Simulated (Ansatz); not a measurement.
**C2H6Zn + H radical: a complex and its separated parts**

Aim: how far the complex at one end of a reaction step lies below its separated, relaxed parts, level by level.

Program: Ansatz 0.2.0, Gaussian basis. Level of theory: PBE0-D4/def2-TZVP structures, single points in def2-TZVPP, no counterpoise correction. These are calculated values, not measurements.

Levels: SPW92, PBE-D4, BLYP-D4, r2SCAN-D4, B97M-V, PBE0-D4, B3LYP-D4, r2SCAN0-D4, BHLYP-D4, CAM-B3LYP-D4, wB97X-V, wB97M-V, B2PLYP, PBE-QIDH, Hartree-Fock, MP2, CCSD, CCSD(T).

Cores are frozen in the correlated methods. The 3s and 3p shells of Cu and Zn are frozen; filled d shells are correlated. Orbitals are unrestricted. B3LYP uses VWN-RPA correlation. B2PLYP carries no dispersion term here.

94 further runs of the same task are left out: 94 set aside as unsound or not needed. Runs told in other sessions of the task aren't counted.

### Step 1. Starting geometry

The complex: 10 atoms, charge 0, spin multiplicity 2.

Atoms are counted from 1 here; the program's logs count them from 0.

Bond lengths: H1–C2 1.093 Å, C2–Zn3 1.955 Å, C2–H6 1.093 Å, C2–H7 1.093 Å, Zn3–H5 1.554 Å, C4–H8 1.082 Å, C4–H9 1.081 Å, C4–H10 1.082 Å. Angles: H1–C2–Zn3 111.2°, H1–C2–H6 108.0°, H1–C2–H7 108.0°, Zn3–C2–H6 110.9°, Zn3–C2–H7 110.9°, H6–C2–H7 107.8°, C2–Zn3–H5 169.9°, H8–C4–H9 119.1°, H8–C4–H10 118.1°, H9–C4–H10 119.3°.

Coordinates:

```xyz
10
C2H7Zn
H     1.55309    0.61683   -2.07919
C     0.67000    0.52716   -1.44080
Zn    1.10782   -0.35180    0.24962
C    -1.22800   -0.30323    1.21916
H     1.71038   -1.06067    1.49480
H    -0.08758   -0.03890   -1.98961
H     0.27597    1.53216   -1.26667
H    -1.33425   -1.38001    1.24555
H    -1.71957    0.25453    0.43418
H    -0.94795    0.20403    2.13296
```

Its parts: C2H6Zn holds atoms 1, 2, 3, 4, 6, 7, 8, 9, 10; H radical holds atoms 5. Each part counts its atoms afresh in its own runs.

### Step 2. Relaxing C2H6Zn alone

Input file relax-a/in.yaml:

```yaml
crystal:
  periodic: [false, false, false]
  atoms:
    - {symbol: H, position_ang: [1.553086, 0.616833, -2.079193]}
    - {symbol: C, position_ang: [0.670000, 0.527161, -1.440795]}
    - {symbol: Zn, position_ang: [1.107818, -0.351801, 0.249623]}
    - {symbol: C, position_ang: [-1.228002, -0.303230, 1.219163]}
    - {symbol: H, position_ang: [-0.087575, -0.038904, -1.989611]}
    - {symbol: H, position_ang: [0.275970, 1.532159, -1.266671]}
    - {symbol: H, position_ang: [-1.334248, -1.380011, 1.245548]}
    - {symbol: H, position_ang: [-1.719574, 0.254530, 0.434182]}
    - {symbol: H, position_ang: [-0.947951, 0.204031, 2.132957]}
basis:
  gaussian: {orbitals: def2-TZVP}
hamiltonian: {xc: pbe0, dispersion: d4}
relax: {f_tol: 0.005, max_steps: 200}
```

Command:

```console
$ ansatz run in.yaml --threads 8 --pin off --events-out ev --progress --plain --max-ram 19148MiB
```

Further steps of the session: SPW92/def2-TZVPP; PBE-D4/def2-TZVPP; BLYP-D4/def2-TZVPP; r2SCAN-D4/def2-TZVPP; B97M-V/def2-TZVPP; PBE0-D4/def2-TZVPP; B3LYP-D4/def2-TZVPP; r2SCAN0-D4/def2-TZVPP; BHLYP-D4/def2-TZVPP; CAM-B3LYP-D4/def2-TZVPP; wB97X-V/def2-TZVPP; wB97M-V/def2-TZVPP; B2PLYP/def2-TZVPP; PBE-QIDH/def2-TZVPP; RPA on PBE/def2-TZVPP; CCSD(T)/def2-TZVPP; MP2/def2-QZVPP; Vibrations of C2H6Zn.

What does the calculation give? Wanted: complex less parts, CCSD(T)/def2-TZVPP; with zero-point energy; largest T1 diagnostic.

The runs gave:

```
                              quantity         value
complex less parts, CCSD(T)/def2-TZVPP  -38.5 kJ/mol
                with zero-point energy  -29.8 kJ/mol
                 largest T1 diagnostic         0.015
```

What this shows: At CCSD(T) the complex lies 38.5 kJ/mol below its parts. PBE0-D4 is the best functional here (0.0 kJ/mol from CCSD(T)); r2SCAN-D4 is the worst (-20.9 kJ/mol). Mean unsigned error by rung: LDA 0.5, GGA 8.7, meta-GGA 19.3, hybrid 13.9, range-separated hybrid 4.0, double hybrid 4.9 kJ/mol. The double hybrids carry no dispersion term here, unlike the levels marked D4 or V. PBE-D4 gives a relative energy 0.6 kJ/mol too high, inside chemical accuracy (1 kcal/mol, 4.2 kJ/mol). No counterpoise was applied, and triple zeta lacks some correlation, so the CCSD(T) reference has a basis error of its own, and close matches with it are partly luck.
